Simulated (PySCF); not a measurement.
# Al⁺: changing the method

Aim: see what other levels and later steps give for Al⁺.

Program: PySCF 2.14.0. Level of theory: each script names its method and basis. These are calculated values, not measurements.

## Step 1: The atom

Al⁺: 1 atom, charge 1, spin multiplicity 1.

## Step 2: The base run

Contents of input.py:

```python
from pyscf import gto, scf, cc

mol = gto.M(
    atom='Al 0 0 0',
    basis='cc-pcvtz',
    charge=1,
    spin=0,
    symmetry=True,
    verbose=4,
)
mf = scf.RHF(mol)
mf.kernel()
mycc = cc.CCSD(mf, frozen=5)
mycc.kernel()
e = mycc.eeccsd(nroots=6)[0]
print('roots (eV) =', (e*27.211386).round(3))
mf.dip_moment()
print('orbital energies (hartree):', mf.mo_energy[..., max(0, mol.nelec[1]-3):mol.nelec[0]+3].round(4))
```

Started as:

```console
OMP_NUM_THREADS=1 python input.py
```

## Step 3: M06 (RKS)

Edit 1 changes functional: none (Hartree–Fock) → m06; SCF type: RHF → RKS; step after the SCF: eomee → analyze.

Contents of input.py:

```python
from pyscf import gto, dft

mol = gto.M(
    atom='Al 0 0 0',
    basis='cc-pcvtz',
    charge=1,
    spin=0,
    symmetry=True,
    verbose=4,
)
mf = dft.RKS(mol, xc='m06')
mf.kernel()
mf.analyze()
print('orbital energies (hartree):', mf.mo_energy[..., max(0, mol.nelec[1]-3):mol.nelec[0]+3].round(4))
```

## Step 4: ROHF

Edit 2 changes SCF type: RHF → ROHF.

Changes to input.py since step 2:

```diff
@@ -10,3 +10,3 @@
 )
-mf = scf.RHF(mol)
+mf = scf.ROHF(mol)
 mf.kernel()
```

## Step 5: EOM-EA

Edit 3 changes step after the SCF: eomee → eomea; number of roots: 6 → 3.

Changes to input.py since step 2:

```diff
@@ -14,3 +14,3 @@
 mycc.kernel()
-e = mycc.eeccsd(nroots=6)[0]
+e = mycc.eaccsd(nroots=3)[0]
 print('roots (eV) =', (e*27.211386).round(3))
```

## Step 6: Wb97x-v (RKS)

Edit 4 changes functional: none (Hartree–Fock) → wb97x-v; SCF type: RHF → RKS; step after the SCF: eomee → analyze.

Contents of input.py:

```python
from pyscf import gto, dft

mol = gto.M(
    atom='Al 0 0 0',
    basis='cc-pcvtz',
    charge=1,
    spin=0,
    symmetry=True,
    verbose=4,
)
mf = dft.RKS(mol, xc='wb97x-v')
mf.kernel()
mf.analyze()
print('orbital energies (hartree):', mf.mo_energy[..., max(0, mol.nelec[1]-3):mol.nelec[0]+3].round(4))
```

## Step 7: TDHF

Edit 5 changes step after the SCF: eomee → tddft; number of roots: 6 → 8.

Contents of input.py:

```python
from pyscf import gto, scf, tdscf

mol = gto.M(
    atom='Al 0 0 0',
    basis='cc-pcvtz',
    charge=1,
    spin=0,
    symmetry=True,
    verbose=4,
)
mf = scf.RHF(mol)
mf.kernel()
td = tdscf.TDHF(mf)
td.nstates = 8
td.kernel()
td.analyze()
mf.dip_moment()
print('orbital energies (hartree):', mf.mo_energy[..., max(0, mol.nelec[1]-3):mol.nelec[0]+3].round(4))
```

What does the calculation give? Wanted: for each run, E(SCF); from base; gap; after the SCF.

**Answer**, as computed:

| run | E(SCF) (hartree) | from base (eV) | cycles | gap (eV) | after the SCF |
| --- | --- | --- | --- | --- | --- |
| base | -241.673444 | 0 | 6 | 12.46 | CCSD correlation -1.081 eV, core frozen, first root 4.52 eV |
| m06 (RKS) | -242.141087 | not comparable | 7 | 7.47 | n/a |
| ROHF | -241.673444 | 0.0000 | 6 | n/a | CCSD correlation -1.081 eV, core frozen, first root 4.52 eV |
| EOM-EA | -241.673444 | 0.0000 | 6 | 12.46 | CCSD correlation -1.081 eV, core frozen, first root -5.88 eV |
| wb97x-v (RKS) | -242.104302 | not comparable | 7 | 11.83 | n/a |
| TDHF | -241.673444 | 0.0000 | 6 | 12.46 | lowest root found 7.15 eV |

What this shows: The SCF energy stays the same, to the digits that matter, with ROHF. A lower total energy from another functional means nothing by itself. The dearest run is “wb97x-v (RKS)”, at 9.9 s against 2.1 s.
